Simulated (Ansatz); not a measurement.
# BrCl3H2OTi: the cost of one run

All numbers below are computed with Ansatz 0.2.0 (RKS PBE/def2-SVP).

## (1) The structure to begin with

Bond lengths: Ti1–O2 2.270 Å, O2–H3 1.010 Å, Ti1–Cl4 2.370 Å, Ti1–Cl5 2.368 Å, Ti1–Cl6 2.368 Å, Ti1–Br7 2.850 Å. Angles: Ti1–O2–H3 109.5°, O2–Ti1–Cl4 109.4°, O2–Ti1–Cl5 109.5°, O2–Ti1–Cl6 109.5°, O2–Ti1–Br7 71.6°, Cl4–Ti1–Cl5 109.5°, Cl4–Ti1–Cl6 109.5°, Cl4–Ti1–Br7 67.2°, Cl5–Ti1–Cl6 109.5°, Cl5–Ti1–Br7 176.6°, Cl6–Ti1–Br7 72.8°.

As a file:

```xyz
8

Ti    0.0000    0.0000    0.0000
O     0.0000    0.0000    2.2700
H    -0.9095   -0.2814    2.6071
Cl    2.2349    0.0000   -0.7892
Cl   -1.1163    1.9339   -0.7892
Cl   -1.1163   -1.9339   -0.7892
Br    1.4875   -2.2588    0.8987
H     0.7168   -1.0886    2.1119
```

## (2) Pulling towards end A

Springs on the bonds that form and break draw the guess towards this end; the thresholds are loose.

Contents of input.yaml:

```yaml
crystal:
  periodic: [false, false, false]
  atoms:
    - { symbol: Ti, position_ang: [0.0, 0.0, 0.0] }
    - { symbol: O, position_ang: [0.0, 0.0, 2.27] }
    - { symbol: H, position_ang: [-0.9095, -0.2814, 2.6071] }
    - { symbol: Cl, position_ang: [2.2349, 0.0, -0.7892] }
    - { symbol: Cl, position_ang: [-1.1163, 1.9339, -0.7892] }
    - { symbol: Cl, position_ang: [-1.1163, -1.9339, -0.7892] }
    - { symbol: Br, position_ang: [1.4875, -2.2588, 0.8987] }
    - { symbol: H, position_ang: [0.7168, -1.0886, 2.1119] }
basis:
  gaussian: { orbitals: def2-SVP }
hamiltonian:
  xc: pbe
relax:
  f_tol: 0.15
  max_steps: 25
  restrain:
    - { distance: [0, 6], at: 3.75, k: 30.0 }
    - { distance: [7, 1], at: 2.21, k: 30.0 }
    - { distance: [0, 1], at: 1.92, k: 30.0 }
    - { distance: [7, 6], at: 1.55, k: 30.0 }
```

The run is started by

```bash
ansatz run input.yaml --threads 4 --pin off --max-ram 5120MiB --backend cpu --events-out ev --progress --plain --runs-dir out
```

Q: Estimate wall time and peak memory on 4 threads of Arm Neoverse V1, shared host.

About 30 s, with a peak of 0.26 GiB.
